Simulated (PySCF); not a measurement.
# C9H3N7, a ring with a molecule above it: interaction energy, part 2 of 3

PySCF 2.14.0. Atoms count from 0, parts from 1. Earlier steps stand in the parts before.

### Step 4. Interaction energy: parallel, height 3.2, slip 0.8 Å, twist 0°

The job: settings as JSON, then the geometry in Å.

```
{"job": {"kind": "inter", "xc": "revPBE", "basis": "def2-SVP", "disp": "d3bj"}, "charge": 0, "multiplicity": 1, "parts": [{"atoms": "0-8", "charge": 0, "multiplicity": 1}, {"atoms": "9-18", "charge": 0, "multiplicity": 1}]}
C      1.218486     0.411509    -0.000441
N      1.017983    -0.895438     0.000151
C     -0.252817    -1.260909     0.000375
N     -1.284563    -0.433831    -0.000611
C     -0.965634     0.849432     0.000362
N      0.266544     1.329238     0.000164
H      2.244492     0.758056    -0.000754
H     -0.465478    -2.322793     0.002303
H     -1.778778     1.564766     0.002246
N     -1.262017     2.158122     3.203254
C     -0.637804     1.199212     3.200907
C      0.118774     0.001330     3.198268
C     -0.623140    -1.206031     3.198249
N     -1.229356    -2.176412     3.198874
C      1.481392     0.005294     3.199127
C      2.230481     1.207850     3.198995
N      2.847166     2.171617     3.198279
C      2.230837    -1.197408     3.201081
N      2.843668    -2.163573     3.202967
```

Level: revPBE-D3(BJ)/def2-SVP interaction energy, counterpoise and uncorrected, gas phase.

The log of the run:

```text
part 1, own basis, geometry of the cluster: E = -280.0838089845 (as before)

part 2, own basis, geometry of the cluster: E = -447.0804738795 (as before)

part 1, own basis, relaxed alone: E = -280.0838186216 (as before)

part 2, own basis, relaxed alone: E = -447.0804637594 (as before)

cluster
final grid: 193936 points
cycle   1  E = -727.1560340058  dE = -4.268e-03  |g| = 6.700e-02  |ddm| = 1.035e+00
cycle   2  E = -727.1485901565  dE =  7.444e-03  |g| = 1.905e-01  |ddm| = 3.302e-01
cycle   3  E = -727.1565118999  dE = -7.922e-03  |g| = 5.355e-02  |ddm| = 2.187e-01
cycle   4  E = -727.1571261281  dE = -6.142e-04  |g| = 1.216e-02  |ddm| = 6.062e-02
cycle   5  E = -727.1571652985  dE = -3.917e-05  |g| = 1.916e-03  |ddm| = 1.452e-02
cycle   6  E = -727.1571659371  dE = -6.386e-07  |g| = 1.281e-03  |ddm| = 3.276e-03
cycle   7  E = -727.1571663160  dE = -3.789e-07  |g| = 5.140e-04  |ddm| = 1.706e-03
cycle   8  E = -727.1571663797  dE = -6.373e-08  |g| = 1.351e-04  |ddm| = 5.521e-04
cycle   9  E = -727.1571663826  dE = -2.934e-09  |g| = 6.871e-05  |ddm| = 1.701e-04
cycle  10  E = -727.1571663837  dE = -1.076e-09  |g| = 2.468e-05  |ddm| = 8.035e-05
cycle  11  E = -727.1571663839  dE = -1.364e-10  |g| = 7.130e-06  |ddm| = 3.456e-05
converged SCF energy = -727.1571663839

part 1 in the basis of the cluster
final grid: 193936 points
cycle   1  E = -280.0856145643  dE = -1.802e-03  |g| = 4.805e-03  |ddm| = 6.567e-01
cycle   2  E = -280.0856108273  dE =  3.737e-06  |g| = 6.759e-03  |ddm| = 1.745e-02
cycle   3  E = -280.0856206952  dE = -9.868e-06  |g| = 2.077e-03  |ddm| = 7.786e-03
cycle   4  E = -280.0856216655  dE = -9.703e-07  |g| = 5.866e-04  |ddm| = 2.316e-03
cycle   5  E = -280.0856217112  dE = -4.566e-08  |g| = 4.133e-04  |ddm| = 8.538e-04
cycle   6  E = -280.0856217541  dE = -4.294e-08  |g| = 3.960e-05  |ddm| = 3.921e-04
cycle   7  E = -280.0856217544  dE = -2.995e-10  |g| = 1.421e-05  |ddm| = 4.864e-05
converged SCF energy = -280.0856217544

part 2 in the basis of the cluster
final grid: 193936 points
cycle   1  E = -447.0816977266  dE = -1.226e-03  |g| = 2.124e-03  |ddm| = 3.969e-01
cycle   2  E = -447.0816949676  dE =  2.759e-06  |g| = 4.300e-03  |ddm| = 1.041e-02
cycle   3  E = -447.0816982170  dE = -3.249e-06  |g| = 2.244e-03  |ddm| = 6.196e-03
cycle   4  E = -447.0816993432  dE = -1.126e-06  |g| = 4.060e-04  |ddm| = 2.253e-03
cycle   5  E = -447.0816993434  dE = -1.515e-10  |g| = 3.866e-04  |ddm| = 8.701e-04
cycle   6  E = -447.0816993872  dE = -4.382e-08  |g| = 1.062e-04  |ddm| = 5.138e-04
cycle   7  E = -447.0816993897  dE = -2.479e-09  |g| = 3.826e-05  |ddm| = 1.236e-04
cycle   8  E = -447.0816993900  dE = -3.301e-10  |g| = 7.910e-06  |ddm| = 3.948e-05
converged SCF energy = -447.0816993900

Interaction energy (kcal/mol)
  counterpoise       -4.108
  uncorrected        -6.013
  dispersion part   -10.480
  deformation        -0.000
  binding            -4.108

Decomposition of the uncorrected value (kcal/mol)
  electrostatic      -0.617
  Pauli               8.473
  orbital            -3.389
  dispersion        -10.480

Charge of each part in the cluster: 0.007 -0.007
```

Wall time 1.9 min (1 thread of Arm Neoverse N1, shared host); peak memory 0.56 GiB.

Counterpoise interaction energy: -4.11 kcal/mol.

### Step 5. Interaction energy: parallel, height 3.2, slip 1.2 Å, twist 0°

The job: settings as JSON, then the geometry in Å.

```
{"job": {"kind": "inter", "xc": "revPBE", "basis": "def2-SVP", "disp": "d3bj"}, "charge": 0, "multiplicity": 1, "parts": [{"atoms": "0-8", "charge": 0, "multiplicity": 1}, {"atoms": "9-18", "charge": 0, "multiplicity": 1}]}
C      1.218486     0.411509    -0.000441
N      1.017983    -0.895438     0.000151
C     -0.252817    -1.260909     0.000375
N     -1.284563    -0.433831    -0.000611
C     -0.965634     0.849432     0.000362
N      0.266544     1.329238     0.000164
H      2.244492     0.758056    -0.000754
H     -0.465478    -2.322793     0.002303
H     -1.778778     1.564766     0.002246
N     -0.862017     2.158122     3.203254
C     -0.237804     1.199212     3.200907
C      0.518774     0.001330     3.198268
C     -0.223140    -1.206031     3.198249
N     -0.829356    -2.176412     3.198874
C      1.881392     0.005294     3.199127
C      2.630481     1.207850     3.198995
N      3.247166     2.171617     3.198279
C      2.630837    -1.197408     3.201081
N      3.243668    -2.163573     3.202967
```

With the program's defaults for keys left out, this is: revPBE-D3(BJ)/def2-SVP interaction energy, counterpoise and uncorrected, gas phase.

The log of the run:

```text
part 1, own basis, geometry of the cluster: E = -280.0838089845 (as before)

part 2, own basis, geometry of the cluster: E = -447.0804738795 (as before)

part 1, own basis, relaxed alone: E = -280.0838186216 (as before)

part 2, own basis, relaxed alone: E = -447.0804637594 (as before)

cluster
final grid: 193936 points
cycle   1  E = -727.1561208614  dE = -3.838e-03  |g| = 6.633e-02  |ddm| = 1.014e+00
cycle   2  E = -727.1486133540  dE =  7.508e-03  |g| = 1.897e-01  |ddm| = 3.238e-01
cycle   3  E = -727.1566491919  dE = -8.036e-03  |g| = 5.136e-02  |ddm| = 2.149e-01
cycle   4  E = -727.1572013543  dE = -5.522e-04  |g| = 1.411e-02  |ddm| = 5.949e-02
cycle   5  E = -727.1572525310  dE = -5.118e-05  |g| = 1.936e-03  |ddm| = 1.586e-02
cycle   6  E = -727.1572532859  dE = -7.549e-07  |g| = 9.903e-04  |ddm| = 2.757e-03
cycle   7  E = -727.1572534954  dE = -2.095e-07  |g| = 4.047e-04  |ddm| = 1.369e-03
cycle   8  E = -727.1572535380  dE = -4.255e-08  |g| = 1.450e-04  |ddm| = 5.598e-04
cycle   9  E = -727.1572535422  dE = -4.258e-09  |g| = 6.559e-05  |ddm| = 1.584e-04
cycle  10  E = -727.1572535431  dE = -8.442e-10  |g| = 2.421e-05  |ddm| = 6.462e-05
converged SCF energy = -727.1572535431

part 1 in the basis of the cluster
final grid: 193936 points
cycle   1  E = -280.0855082819  dE = -1.696e-03  |g| = 4.491e-03  |ddm| = 6.309e-01
cycle   2  E = -280.0855050651  dE =  3.217e-06  |g| = 6.332e-03  |ddm| = 1.611e-02
cycle   3  E = -280.0855136623  dE = -8.597e-06  |g| = 1.991e-03  |ddm| = 7.276e-03
cycle   4  E = -280.0855145564  dE = -8.941e-07  |g| = 5.708e-04  |ddm| = 2.225e-03
cycle   5  E = -280.0855146026  dE = -4.617e-08  |g| = 3.890e-04  |ddm| = 8.100e-04
cycle   6  E = -280.0855146405  dE = -3.794e-08  |g| = 3.846e-05  |ddm| = 3.651e-04
cycle   7  E = -280.0855146408  dE = -2.775e-10  |g| = 1.452e-05  |ddm| = 4.764e-05
converged SCF energy = -280.0855146408

part 2 in the basis of the cluster
final grid: 193936 points
cycle   1  E = -447.0816542569  dE = -1.181e-03  |g| = 2.169e-03  |ddm| = 3.744e-01
cycle   2  E = -447.0816519887  dE =  2.268e-06  |g| = 4.100e-03  |ddm| = 1.022e-02
cycle   3  E = -447.0816546412  dE = -2.653e-06  |g| = 2.400e-03  |ddm| = 6.120e-03
cycle   4  E = -447.0816559417  dE = -1.300e-06  |g| = 4.088e-04  |ddm| = 2.344e-03
cycle   5  E = -447.0816559384  dE =  3.301e-09  |g| = 4.178e-04  |ddm| = 7.716e-04
cycle   6  E = -447.0816559824  dE = -4.402e-08  |g| = 1.020e-04  |ddm| = 4.639e-04
cycle   7  E = -447.0816559848  dE = -2.447e-09  |g| = 2.765e-05  |ddm| = 1.238e-04
cycle   8  E = -447.0816559850  dE = -1.507e-10  |g| = 1.060e-05  |ddm| = 3.292e-05
converged SCF energy = -447.0816559850

Interaction energy (kcal/mol)
  counterpoise       -3.757
  uncorrected        -5.567
  dispersion part    -9.980
  deformation        -0.000
  binding            -3.757

Decomposition of the uncorrected value (kcal/mol)
  electrostatic      -0.619
  Pauli               8.151
  orbital            -3.119
  dispersion         -9.980

Charge of each part in the cluster: 0.003 -0.003
```

It took 1.9 min on 1 thread of Arm Neoverse N1, shared host; peak memory 0.56 GiB.

In short: -3.76 kcal/mol with counterpoise, basis-set superposition error 1.81.

### Step 6. Interaction energy: parallel, height 3.2, slip 1.6 Å, twist 0°

The job: settings as JSON, then the geometry in Å.

```
{"job": {"kind": "inter", "xc": "revPBE", "basis": "def2-SVP", "disp": "d3bj"}, "charge": 0, "multiplicity": 1, "parts": [{"atoms": "0-8", "charge": 0, "multiplicity": 1}, {"atoms": "9-18", "charge": 0, "multiplicity": 1}]}
C      1.218486     0.411509    -0.000441
N      1.017983    -0.895438     0.000151
C     -0.252817    -1.260909     0.000375
N     -1.284563    -0.433831    -0.000611
C     -0.965634     0.849432     0.000362
N      0.266544     1.329238     0.000164
H      2.244492     0.758056    -0.000754
H     -0.465478    -2.322793     0.002303
H     -1.778778     1.564766     0.002246
N     -0.462017     2.158122     3.203254
C      0.162196     1.199212     3.200907
C      0.918774     0.001330     3.198268
C      0.176860    -1.206031     3.198249
N     -0.429356    -2.176412     3.198874
C      2.281392     0.005294     3.199127
C      3.030481     1.207850     3.198995
N      3.647166     2.171617     3.198279
C      3.030837    -1.197408     3.201081
N      3.643668    -2.163573     3.202967
```

Method: revPBE-D3(BJ)/def2-SVP interaction energy, counterpoise and uncorrected, gas phase.

The log of the run:

```text
part 1, own basis, geometry of the cluster: E = -280.0838089845 (as before)

part 2, own basis, geometry of the cluster: E = -447.0804738795 (as before)

part 1, own basis, relaxed alone: E = -280.0838186216 (as before)

part 2, own basis, relaxed alone: E = -447.0804637594 (as before)

cluster
final grid: 193936 points
cycle   1  E = -727.1565433377  dE = -3.514e-03  |g| = 6.558e-02  |ddm| = 9.786e-01
cycle   2  E = -727.1489369029  dE =  7.606e-03  |g| = 1.894e-01  |ddm| = 3.139e-01
cycle   3  E = -727.1571352314  dE = -8.198e-03  |g| = 4.844e-02  |ddm| = 2.096e-01
cycle   4  E = -727.1576173140  dE = -4.821e-04  |g| = 1.512e-02  |ddm| = 5.684e-02
cycle   5  E = -727.1576735728  dE = -5.626e-05  |g| = 2.261e-03  |ddm| = 1.635e-02
cycle   6  E = -727.1576745579  dE = -9.851e-07  |g| = 1.086e-03  |ddm| = 2.702e-03
cycle   7  E = -727.1576747865  dE = -2.286e-07  |g| = 5.189e-04  |ddm| = 1.285e-03
cycle   8  E = -727.1576748447  dE = -5.820e-08  |g| = 1.176e-04  |ddm| = 4.771e-04
cycle   9  E = -727.1576748470  dE = -2.329e-09  |g| = 5.912e-05  |ddm| = 1.778e-04
cycle  10  E = -727.1576748480  dE = -9.820e-10  |g| = 2.213e-05  |ddm| = 8.590e-05
converged SCF energy = -727.1576748480

part 1 in the basis of the cluster
final grid: 193936 points
cycle   1  E = -280.0853805677  dE = -1.571e-03  |g| = 4.238e-03  |ddm| = 5.958e-01
cycle   2  E = -280.0853778262  dE =  2.741e-06  |g| = 5.951e-03  |ddm| = 1.481e-02
cycle   3  E = -280.0853853752  dE = -7.549e-06  |g| = 1.899e-03  |ddm| = 6.803e-03
cycle   4  E = -280.0853861872  dE = -8.120e-07  |g| = 5.496e-04  |ddm| = 2.109e-03
cycle   5  E = -280.0853862316  dE = -4.436e-08  |g| = 3.667e-04  |ddm| = 7.662e-04
cycle   6  E = -280.0853862653  dE = -3.375e-08  |g| = 3.764e-05  |ddm| = 3.436e-04
cycle   7  E = -280.0853862656  dE = -2.663e-10  |g| = 1.493e-05  |ddm| = 4.605e-05
converged SCF energy = -280.0853862656

part 2 in the basis of the cluster
final grid: 193936 points
cycle   1  E = -447.0815985323  dE = -1.125e-03  |g| = 2.217e-03  |ddm| = 3.557e-01
cycle   2  E = -447.0815967306  dE =  1.802e-06  |g| = 3.913e-03  |ddm| = 9.978e-03
cycle   3  E = -447.0815988397  dE = -2.109e-06  |g| = 2.513e-03  |ddm| = 5.967e-03
cycle   4  E = -447.0816002630  dE = -1.423e-06  |g| = 4.424e-04  |ddm| = 2.411e-03
cycle   5  E = -447.0816002641  dE = -1.066e-09  |g| = 4.398e-04  |ddm| = 6.589e-04
cycle   6  E = -447.0816003059  dE = -4.177e-08  |g| = 1.006e-04  |ddm| = 4.170e-04
cycle   7  E = -447.0816003083  dE = -2.425e-09  |g| = 2.481e-05  |ddm| = 1.286e-04
cycle   8  E = -447.0816003084  dE = -1.460e-10  |g| = 1.192e-05  |ddm| = 3.763e-05
converged SCF energy = -447.0816003084

Interaction energy (kcal/mol)
  counterpoise       -3.453
  uncorrected        -5.149
  dispersion part    -9.296
  deformation        -0.000
  binding            -3.453

Decomposition of the uncorrected value (kcal/mol)
  electrostatic      -0.588
  Pauli               7.650
  orbital            -2.915
  dispersion         -9.296

Charge of each part in the cluster: 0.003 -0.003
```

It took 2 min on 1 thread of Arm Neoverse N1, shared host; peak memory 0.56 GiB.

In short: -3.45 kcal/mol with counterpoise, basis-set superposition error 1.70.

(Continued in part 3 of 3.)
